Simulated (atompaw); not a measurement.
# A PAW (atompaw) potential for Gd, from input to tests

Aim: build the potential from the settings below, then test how well it stands in for the atom: scattering, ghost states and the plane-wave cutoff that it needs.

The numbers are computed with atompaw 4.2.0.5 (PBE, scalar-relativistic, spin-unpolarised reference atom).

## 1. The atom and the settings

Typed settings, in words:

```
element                 : gadolinium (Gd, Z = 64)
type                    : PAW
frozen core             : [Kr] 4d10
valence charge          : 18
reference configuration : 4f7 5s2 5p6 5d1.5 6s1.5 6p0
partial waves           : 5s (bound): rc 2.20 bohr; 6s (bound): rc 2.80 bohr; 5p (bound): rc 2.00 bohr; 6p (bound, empty): rc 2.80 bohr; 5d (bound): rc 2.80 bohr; 5d channel at 0.2 Ry: rc 2.80 bohr; 4f (bound): rc 1.25 bohr; 4f channel at 0.1 Ry: rc 1.25 bohr
local potential         : bessel scheme, radius 2.50 bohr
core correction         : smooth core density matched at 1.95 bohr
augmentation charge     : besselshape compensation charge, radius 2.20 bohr; PAW radius 2.80 bohr; waves and projectors: custom polynom vanderbiltortho
```

An earlier all-electron run gives the scale for the radii.

All-electron outer shells of the reference configuration (PBE, scalar-relativistic, ld1.x):

```
shell  level (eV)  outermost node (bohr)  outermost maximum (bohr)
   4p     -275.63                   0.29                      0.54
   4d     -146.95                   0.27                      0.56
   5s      -48.96                   0.65                      1.20
   5p      -26.54                   0.70                      1.35
   4f       -7.93                      –                      0.56
   6s       -3.88                   1.61                      3.42
   5d       -2.10                   0.79                      2.00
   6p       -1.22                   1.94                      4.73
```

## 2. Generation

Input file Gd.input:

```
Gd 64
GGA-PBE scalarrelativistic loggrid 2001 logderivrange -6 5 276
6 6 5 4 0 0
6 0 1.5
6 1 0
5 2 1.5
4 3 7
0 0 0
c
c
c
c
v
v
c
c
c
v
v
c
c
v
v
3
2.80 2.20 2.50 1.95
n
n
y
0.2
n
y
0.1
n
custom polynom vanderbiltortho besselshape
bessel
2.20
2.80
2.00
2.80
2.80
2.80
1.25
1.25
PWSCFOUT
UPFDX 0.0125d0 UPFXMIN -7.d0 UPFZMESH 64.d0
END
```

Command:

```bash
$ atompaw < Gd.input > Gd.log
```

Before running it: what results should come out? Wanted: cutoffs for 10 and 1 mRy, occupied levels; bound ghosts; largest phase difference near zero energy, channels read; lowest eigenvalue of the overlap; share of valence orbitals outside the PAW sphere; UPF file.

As calculated:

| quantity | value |
| --- | --- |
| cutoffs for 10 and 1 mRy, occupied levels | 140 Ry and 200 Ry |
| bound ghosts | none found |
| largest phase difference near zero energy, channels read | 0.005 rad |
| lowest eigenvalue of the overlap (Bessel basis) | 0.571 (p) |
| share of valence orbitals outside the PAW sphere | 5s 1 %, 6s 82 %, 5p 3 %, 6p 96 %, 5d 45 %, 4f 1 % |
| UPF file | written |

What this shows: The potential is very hard: the looser tolerance needs 140 Ry. The slowest occupied level is 4f: taken alone it needs 140 Ry to come within 1 mRy, against 18 Ry for 5p. The Bessel-basis test finds no level below the valence levels. Near zero energy the phases of the channels with partial waves agree within 0.005 rad.
